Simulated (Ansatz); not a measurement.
# CH6NOSn: the cost of one run

The runs use Ansatz 0.2.0, Gaussian basis; functionals in def2-TZVPP, the program's frozen cores in correlated methods.

The runs, in order: PBE-D4, r2SCAN-D4, PBE0-D4, B3LYP-D4, ωB97X-V, ωB97M-V, B2PLYP; CCSD(T)/def2-TZVPP; MP2/def2-QZVPP; extrapolation to the limit.

**1. The relaxed structure**

An earlier PBE0-D4 in a triple-zeta def2 set relaxation fixed the geometry. Sn takes the def2 core potential; no spin-orbit term is included.

SMILES `C[O][SnH][NH2]`, 10 atoms, charge 0, spin multiplicity 2.

Atoms are counted from 1 here; the program's logs count them from 0.

Bond lengths: C1–O2 1.401 Å, C1–H5 1.098 Å, C1–H6 1.095 Å, C1–H7 1.100 Å, O2–Sn3 1.977 Å, Sn3–N4 2.037 Å, Sn3–H8 1.752 Å, N4–H9 1.015 Å, N4–H10 1.013 Å. Angles: O2–C1–H5 112.1°, O2–C1–H6 108.5°, O2–C1–H7 112.9°, H5–C1–H6 107.6°, H5–C1–H7 107.9°, H6–C1–H7 107.5°, C1–O2–Sn3 122.2°, O2–Sn3–N4 97.2°, O2–Sn3–H8 105.2°, N4–Sn3–H8 108.7°, Sn3–N4–H9 111.2°, Sn3–N4–H10 115.5°, H9–N4–H10 108.0°.

**2. PBE-D4 (GGA)**

The input, in.yaml:

```yaml
crystal:
  periodic: [false, false, false]
  atoms:
    - {symbol: C, position_ang: [-0.702281, 0.026555, 1.782882]}
    - {symbol: O, position_ang: [-0.440348, 0.503009, 0.491835]}
    - {symbol: Sn, position_ang: [1.145726, -0.069806, -0.539164]}
    - {symbol: N, position_ang: [0.364140, 0.232173, -2.395972]}
    - {symbol: H, position_ang: [-0.107580, 0.547871, 2.544907]}
    - {symbol: H, position_ang: [-1.758853, 0.202119, 2.011020]}
    - {symbol: H, position_ang: [-0.516142, -1.052129, 1.887512]}
    - {symbol: H, position_ang: [1.277334, -1.794002, -0.258740]}
    - {symbol: H, position_ang: [-0.301648, 0.997852, -2.394254]}
    - {symbol: H, position_ang: [1.039653, 0.406367, -3.130015]}
basis:
  gaussian: {orbitals: def2-TZVPP}
magnetization: {spin_polarized: true, initial_magnetization: 1}
hamiltonian: {xc: pbe, dispersion: d4}
output: {forces: true, orbitals: {seedname: orbitals}}
```

On the command line:

```
$ ansatz run in.yaml --threads 2 --pin off --events-out ev --progress --plain --max-ram 22528MiB --backend cpu
```

What time and memory should one allow on 2 threads of AMD EPYC 7R13, shared host?

About 6 s, with a peak of 0.36 GiB.
